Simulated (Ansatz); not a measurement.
# CdSeO3: the cost of one run

Method: DFT, PBE, plane-wave PAW, default files, scalar-relativistic, as far as a step names no other, in Ansatz 0.2.0.

1 further run of the same task is left out (it didn't finish).

## 1. Starting point

Symmetry: P2_1/c, No. 14, monoclinic system. Conventional cell: a = 5.760 Å, b = 12.934 Å, c = 8.662 Å, α = 90.00°, β = 101.45°, γ = 90.00°. Around Cd (site symmetry 1) lie 6 O at 2.29 to 2.37 Å. Around Cd (site symmetry 1) lie 6 O at 2.28 to 2.43 Å. Se (site symmetry 1) is surrounded by 3 O at 1.70 to 1.72 Å. Se (site symmetry 1) is surrounded by 3 O at 1.71 to 1.72 Å. O (site symmetry 1) has 1 Se at 1.71 Å and 2 Cd at 2.29 to 2.32 Å as nearest neighbours. O (site symmetry 1) is surrounded by 1 Se at 1.72 Å and 2 Cd at 2.30 to 2.31 Å. O (site symmetry 1) is surrounded by 1 Se at 1.70 Å and 2 Cd at 2.28 to 2.31 Å. Around O (site symmetry 1) lie 1 Se at 1.71 Å and 2 Cd at 2.30 to 2.35 Å. Only part of the 10 independent sites is listed.

As a file:

```xyz
40
Lattice="5.7601 0.0000 0.0000 0.0000 12.9340 0.0000 -1.7193 0.0000 8.4897" Properties=species:S:1:pos:R:3 pbc="T T T"
Cd    3.3265    9.7662    1.2609
Cd   -0.4703    7.4627    7.5434
Cd    1.5740    3.2993    2.9839
Cd    3.6515    0.9957    5.1911
Cd    0.7143    3.1677    7.2288
Cd    0.3893   11.9382    3.2985
Cd    2.4668    9.6347    5.5057
Cd    4.5111    5.4712    0.9463
Se    1.0813   12.6058    6.5159
Se    4.7081    4.2877    4.4074
Se    1.9410    6.7951    2.2711
Se   -1.5269   10.7546    8.3271
Se    5.5677    2.1793    0.1626
Se    2.0998    6.1388    6.2186
Se    2.9595    0.3282    1.9738
Se   -0.6673    8.6463    4.0823
O    -0.3911    4.5275    2.8512
O     3.5179    3.0687    4.2040
O    -0.1739   12.6879    5.3752
O     5.2915   10.9944    1.3936
O     0.6858    6.7131    1.1304
O     2.6290    5.2325    2.3321
O     4.2146    0.2461    3.1144
O     3.1797    7.4799    1.2947
O     3.3550    6.2209    7.3593
O     2.8875    9.8561    7.7630
O     3.7471    9.5448    3.5182
O     1.3825    9.5356    0.0408
O     0.5229    9.8653    4.2856
O     2.3200   11.9211    5.5395
O     1.4118    7.7015    6.1575
O     1.7693    1.2345    6.5770
O     2.2715   11.6994    1.9127
O     0.8611    5.4541    7.1950
O     1.1533    3.0778    0.7266
O     2.6583    3.3983    8.4489
O    -1.2508    1.9395    7.0960
O     4.4319    8.4065    5.6385
O     0.2937    3.3891    4.9715
O     1.7207    1.0129    2.9502
```

## 2. First run, atoms as given

input.yaml

```yaml
crystal:
  lattice:
    - [5.7600793704, 0.0, 0.0]
    - [0.0, 12.93395545, 0.0]
    - [-1.7192852568, 0.0, 8.4896693846]
  atoms:
    - { symbol: Cd, position: [0.62183718, 0.75508514, 0.14852285] }
    - { symbol: Cd, position: [0.18355808, 0.57698617, 0.88853579] }
    - { symbol: Cd, position: [0.37816282, 0.25508514, 0.35147715] }
    - { symbol: Cd, position: [0.81644192, 0.07698617, 0.61146421] }
    - { symbol: Cd, position: [0.37816282, 0.24491486, 0.85147715] }
    - { symbol: Cd, position: [0.18355808, 0.92301383, 0.38853579] }
    - { symbol: Cd, position: [0.62183718, 0.74491486, 0.64852285] }
    - { symbol: Cd, position: [0.81644192, 0.42301383, 0.11146421] }
    - { symbol: Se, position: [0.41681826, 0.97462871, 0.76750911] }
    - { symbol: Se, position: [0.97232285, 0.3315047, 0.51915058] }
    - { symbol: Se, position: [0.41681826, 0.52537129, 0.26750911] }
    - { symbol: Se, position: [0.02767715, 0.8315047, 0.98084942] }
    - { symbol: Se, position: [0.97232285, 0.1684953, 0.01915058] }
    - { symbol: Se, position: [0.58318174, 0.47462871, 0.73249089] }
    - { symbol: Se, position: [0.58318174, 0.02537129, 0.23249089] }
    - { symbol: Se, position: [0.02767715, 0.6684953, 0.48084942] }
    - { symbol: O, position: [0.03234298, 0.35004521, 0.33584182] }
    - { symbol: O, position: [0.75855227, 0.23725702, 0.49519309] }
    - { symbol: O, position: [0.15880193, 0.98097443, 0.6331506] }
    - { symbol: O, position: [0.96765702, 0.85004521, 0.16415818] }
    - { symbol: O, position: [0.15880193, 0.51902557, 0.1331506] }
    - { symbol: O, position: [0.53840378, 0.40455162, 0.27470294] }
    - { symbol: O, position: [0.84119807, 0.01902557, 0.3668494] }
    - { symbol: O, position: [0.59753972, 0.57831292, 0.15249871] }
    - { symbol: O, position: [0.84119807, 0.48097443, 0.8668494] }
    - { symbol: O, position: [0.77422476, 0.76203337, 0.91440912] }
    - { symbol: O, position: [0.77422476, 0.73796663, 0.41440912] }
    - { symbol: O, position: [0.24144773, 0.73725702, 0.00480691] }
    - { symbol: O, position: [0.24144773, 0.76274298, 0.50480691] }
    - { symbol: O, position: [0.59753972, 0.92168708, 0.65249871] }
    - { symbol: O, position: [0.46159622, 0.59544838, 0.72529706] }
    - { symbol: O, position: [0.53840378, 0.09544838, 0.77470294] }
    - { symbol: O, position: [0.46159622, 0.90455162, 0.22529706] }
    - { symbol: O, position: [0.40246028, 0.42168708, 0.84750129] }
    - { symbol: O, position: [0.22577524, 0.23796663, 0.08559088] }
    - { symbol: O, position: [0.75855227, 0.26274298, 0.99519309] }
    - { symbol: O, position: [0.03234298, 0.14995479, 0.83584182] }
    - { symbol: O, position: [0.96765702, 0.64995479, 0.66415818] }
    - { symbol: O, position: [0.22577524, 0.26203337, 0.58559088] }
    - { symbol: O, position: [0.40246028, 0.07831292, 0.34750129] }
kpoints:
  mp_grid: { grid: [4, 2, 3] }
scf:
  occupations: { method: fermi_dirac, width: 0.02 }
hamiltonian:
  xc: pbe
  pseudopotentials: { kind: paw }
output:
  forces: true
  stress: true
  populations: true
  efg: { quadrupole_moments_barn: { O: -0.02558 }, contact_densities: true }
  write_density: true
  write_potential: true
  elf: true
  volumetric_format: npy
```

The run is started by

```bash
ansatz run input.yaml --threads 1 --pin off --max-ram 3072MiB --backend cpu --events-out ev --progress --plain --runs-dir out
```

What time and memory should one allow on 1 thread of Arm Neoverse V2, shared host?

About 4.8 min, with a peak of 2 GiB.
